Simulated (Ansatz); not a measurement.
**C₂H₆FInO: up Jacob's ladder to CCSD(T)**

How much do the methods differ for C₂H₆FInO? The plan is to run it at one geometry with functionals of several rungs and with coupled cluster, and see how far each lands from CCSD(T) at the basis-set limit for the atomisation energy.

The runs use Ansatz 0.2.0, Gaussian basis; functionals in def2-TZVPP, the program's frozen cores in correlated methods.

Plan: LDA (SPW92), PBE-D4, revPBE-D4, BLYP-D4, r2SCAN-D4, B97M-V, PBE0-D4, B3LYP-D4, r2SCANh-D4, r2SCAN0-D4, HSE06-D4, BHLYP-D4, CAM-B3LYP-D4, LC-ωPBE, ωB97X-V, ωB97M-V, B2PLYP, PBE-QIDH; CCSD(T)/def2-SVP; CCSD(T)/def2-TZVPP; MP2/def2-QZVPP; extrapolation to the limit; RPA on PBE.

## 1. The geometry

The geometry comes from an earlier relaxation with PBE0-D4 in a triple-zeta def2 set; it is a stationary point, not always the lowest conformer. In takes the def2 core potential; no spin-orbit term is included.

SMILES `C[CH2][In]([OH])[F]`, 11 atoms, charge 0, spin multiplicity 1.

Atoms are counted from 1 here; the program's logs count them from 0.

Bond lengths: C1–C2 1.521 Å, C1–H6 1.092 Å, C1–H7 1.094 Å, C1–H8 1.092 Å, C2–In3 2.144 Å, C2–H9 1.092 Å, C2–H10 1.092 Å, In3–O4 1.977 Å, In3–F5 1.955 Å, O4–H11 0.960 Å. Angles: C2–C1–H6 112.1°, C2–C1–H7 110.7°, C2–C1–H8 112.1°, H6–C1–H7 107.1°, H6–C1–H8 107.4°, H7–C1–H8 107.1°, C1–C2–In3 115.3°, C1–C2–H9 111.8°, C1–C2–H10 111.8°, In3–C2–H9 105.4°, In3–C2–H10 105.4°, H9–C2–H10 106.5°, C2–In3–O4 134.9°, C2–In3–F5 119.1°, O4–In3–F5 106.0°, In3–O4–H11 113.5°.

## 2. LDA

This LDA is Slater exchange with PW92 correlation.

Contents of in.yaml:

```yaml
crystal:
  periodic: [false, false, false]
  atoms:
    - {symbol: C, position_ang: [0.872901, 1.163962, 0.579164]}
    - {symbol: C, position_ang: [-0.567459, 0.770135, 0.291857]}
    - {symbol: In, position_ang: [-0.830345, -1.173198, -0.574829]}
    - {symbol: O, position_ang: [0.383559, -2.640644, -1.105975]}
    - {symbol: F, position_ang: [-2.636477, -1.787746, -0.999816]}
    - {symbol: H, position_ang: [1.483185, 1.181205, -0.326659]}
    - {symbol: H, position_ang: [0.919695, 2.165316, 1.018308]}
    - {symbol: H, position_ang: [1.353375, 0.481133, 1.283552]}
    - {symbol: H, position_ang: [-1.047011, 1.464091, -0.402271]}
    - {symbol: H, position_ang: [-1.175857, 0.767635, 1.199184]}
    - {symbol: H, position_ang: [1.309834, -2.448889, -0.941916]}
basis:
  gaussian: {orbitals: def2-TZVPP}
hamiltonian: {xc: lda}
output: {orbitals: {seedname: orbitals}}
```

Launch:

```console
> ansatz run in.yaml --threads 4 --pin off --events-out ev --progress --plain --max-ram 10444MiB
```

Further steps of the session: PBE-D4 (GGA); revPBE-D4 (GGA); BLYP-D4 (GGA); r2SCAN-D4 (meta-GGA); B97M-V (meta-GGA); PBE0-D4 (hybrid); B3LYP-D4 (hybrid); r2SCANh-D4 (hybrid); r2SCAN0-D4 (hybrid); HSE06-D4 (hybrid); BHLYP-D4 (hybrid); CAM-B3LYP-D4 (range-separated); LC-ωPBE (range-separated); ωB97X-V (range-separated); ωB97M-V (range-separated); B2PLYP (double hybrid); PBE-QIDH (double hybrid); CCSD(T) in def2-SVP; CCSD(T) in def2-TZVPP; MP2 in def2-QZVPP; RPA on PBE orbitals.

Q: Predict the results of all the runs planned. Wanted: atomisation energy, CCSD(T)/CBS; farthest beyond LDA; mean size of error, GGA; mean size of error, meta-GGA; mean size of error, hybrid; mean size of error, range-separated; mean size of error, double hybrid; gap, smallest and largest; T1 diagnostic.

The runs gave:

```
                               quantity                                                       value
        atomisation energy, CCSD(T)/CBS                                               3946.9 kJ/mol
 functionals within 39.5 kJ/mol (1.0 %)  r2SCAN-D4, B97M-V, CAM-B3LYP-D4, LC-ωPBE, ωB97X-V, ωB97M-V
                    farthest beyond LDA                                    BHLYP-D4 (-181.9 kJ/mol)
                mean size of error, GGA                                                 51.5 kJ/mol
           mean size of error, meta-GGA                                                 26.2 kJ/mol
             mean size of error, hybrid                                                 78.4 kJ/mol
    mean size of error, range-separated                                                 20.5 kJ/mol
      mean size of error, double hybrid                                                 67.6 kJ/mol
              gap, smallest and largest                       4.47 eV (BLYP-D4), 11.58 eV (LC-ωPBE)
                          T1 diagnostic                                                      0.0151
triples share of the correlation energy                                                       3.4 %
```

In words: LDA overbinds by 552.1 kJ/mol (14 %). PBE-D4 is off by +44.0 kJ/mol. Double hybrids carry the basis error of their MP2 part in triple zeta, and no dispersion term here, so their miss is partly the set-up's. The rungs range-separated, meta-GGA miss on average by less than the doubt on the reference (39.5 kJ/mol), so they tie. Misses under about 39.5 kJ/mol are within the doubt on the reference itself, which lacks core-valence correlation, spin-orbit coupling and higher excitations, and its outer-core shells are covered unevenly. All levels share the lack of spin-orbit coupling, which lowers the free heavy atoms and so the true binding. Hartree-Fock recovers 71 % of the binding; the rest is correlation. CCSD(T) in def2-SVP is off by -247.4 kJ/mol, more than most functionals: a good method in a small basis is no reference. Orbital gaps span 4.5 to 11.6 eV; exact exchange widens them. Correlated methods include outer-core shells of In, which these sets cover unevenly.
